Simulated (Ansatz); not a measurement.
# C₂HSe− (SMILES [CH-]=C=[Se]): functionals against CCSD(T) at one geometry

An exercise on one series of results from a longer session: the logs are not shown, and one member is left open.

The runs use Ansatz 0.2.0, Gaussian basis; single points in def2-TZVPPD.

Correlated methods freeze the cores. Filled d shells of the heavier atoms are correlated.

## Where the work starts

SMILES `[CH-]=C=[Se]`, 4 atoms, charge -1, spin multiplicity 1.

Atoms are counted from 1 here; the program's logs count them from 0.

Bond lengths: C1–C2 1.090 Å, C1–H4 1.087 Å, C2–Se3 1.842 Å. Angles: C2–C1–H4 155.2°, C1–C2–Se3 165.6°.

As a file:

```xyz
4
C2HSe
C    -0.4107    0.2115   -0.4607
C     0.2880   -0.2510    0.2361
Se    1.7773   -0.9255    1.0854
H    -1.2592    0.8299   -0.7438
```

Set-up of the first run:

run/in.yaml

```yaml
crystal:
  periodic: [false, false, false]
  atoms:
    - {symbol: C, position_ang: [-0.410700, 0.211500, -0.460700]}
    - {symbol: C, position_ang: [0.288000, -0.251000, 0.236100]}
    - {symbol: Se, position_ang: [1.777300, -0.925500, 1.085400]}
    - {symbol: H, position_ang: [-1.259200, 0.829900, -0.743800]}
basis:
  gaussian: {orbitals: "def2-TZVPPD.json"}
total_charge: -1
correlation: {method: ccsd_t}
output: {forces: true}
```

The basis file named in the input lies beside it (Basis Set Exchange, JSON).

The command line of these runs was not kept.

Steps of the session up to this table: CCSD(T)/def2-TZVPPD; PBE0-D4/def2-TZVPPD; wB97M-V/def2-TZVPPD; r2SCAN-D4/def2-TZVPPD; PBE-D4/def2-TZVPPD; BLYP-D4/def2-TZVPPD; SPW92/def2-TZVPPD.

One table of the session follows, with a row left open; its other results are not shown here.

| method | RMS force component (eV/Å) | angle to CCSD(T) forces (°) |
| --- | --- | --- |
| CCSD(T) | 8.294 | reference |
| PBE0-D4 | 7.938 | 1.1 |
| wB97M-V | 7.710 | 0.8 |
| r2SCAN-D4 | 8.093 | 1.1 |
| PBE-D4 | 8.276 | 0.9 |
| BLYP-D4 | 8.090 | 0.7 |
| SPW92 | ? | ? |

Estimate the missing values for SPW92.

As computed: RMS force component (eV/Å): 8.083; angle to CCSD(T) forces (°): 2.2. In the column «RMS force component (eV/Å)» it lies between PBE0-D4 (7.938) and BLYP-D4 (8.090).
